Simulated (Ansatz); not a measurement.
# AlBrH2N− (SMILES [NH-][AlH][Br]): one structure at several levels

One table from this session's results is given with a row withheld; the runs are named, their logs left out.

Method: single points in def2-TZVPPD; program: Ansatz 0.2.0, Gaussian basis.

Cores are frozen in the correlated methods. Filled d shells of the heavier atoms are correlated. B3LYP uses VWN-RPA correlation.

### The starting structure

SMILES `[NH-][AlH][Br]`, 5 atoms, charge -1, spin multiplicity 1.

Atoms are counted from 1 here; the program's logs count them from 0.

Bond lengths: N1–Al2 1.769 Å, N1–H4 1.036 Å, Al2–Br3 2.399 Å, Al2–H5 1.516 Å. Angles: Al2–N1–H4 122.9°, N1–Al2–Br3 112.3°, N1–Al2–H5 143.0°, Br3–Al2–H5 104.4°.

Coordinates:

```xyz
5
AlBrH2N
N    -1.2405   -0.4686   -0.4595
Al    0.2369    0.2552    0.1917
Br    2.0972   -1.2586    0.1263
H    -2.0454    0.0943   -0.7898
H     0.8280    1.5585    0.6927
```

Set-up of the first run:

Contents of run/in.yaml:

```yaml
crystal:
  periodic: [false, false, false]
  atoms:
    - {symbol: N, position_ang: [-1.240500, -0.468600, -0.459500]}
    - {symbol: Al, position_ang: [0.236900, 0.255200, 0.191700]}
    - {symbol: Br, position_ang: [2.097200, -1.258600, 0.126300]}
    - {symbol: H, position_ang: [-2.045400, 0.094300, -0.789800]}
    - {symbol: H, position_ang: [0.828000, 1.558500, 0.692700]}
basis:
  gaussian: {orbitals: "def2-TZVPPD.json"}
total_charge: -1
correlation: {method: ccsd_t}
output: {forces: true}
```

The basis file named in the input lies beside it (Basis Set Exchange, JSON).

No record of the launch command was kept for these runs.

Steps of the session up to this table: CCSD(T)/def2-TZVPPD; PBE0-D4/def2-TZVPPD; wB97M-V/def2-TZVPPD; r2SCAN-D4/def2-TZVPPD; PBE-D4/def2-TZVPPD; B3LYP-D4/def2-TZVPPD; LC-wPBE/def2-TZVPPD.

One of the session's tables, all rows but one given; the rest of the session is left out.

| method | RMS force component (eV/Å) | angle to CCSD(T) forces (°) |
| --- | --- | --- |
| CCSD(T) | 0.778 | reference |
| PBE0-D4 | 0.904 | 5.6 |
| wB97M-V | ? | ? |
| r2SCAN-D4 | 0.855 | 4.0 |
| PBE-D4 | 0.773 | 8.4 |
| B3LYP-D4 | 0.843 | 7.0 |
| LC-wPBE | 1.021 | 10.5 |

**Question.** Estimate the row for wB97M-V.

**Answer.** RMS force component (eV/Å): 0.895; angle to CCSD(T) forces (°): 8.8. In the column «RMS force component (eV/Å)» it lies between r2SCAN-D4 (0.855) and PBE0-D4 (0.904).
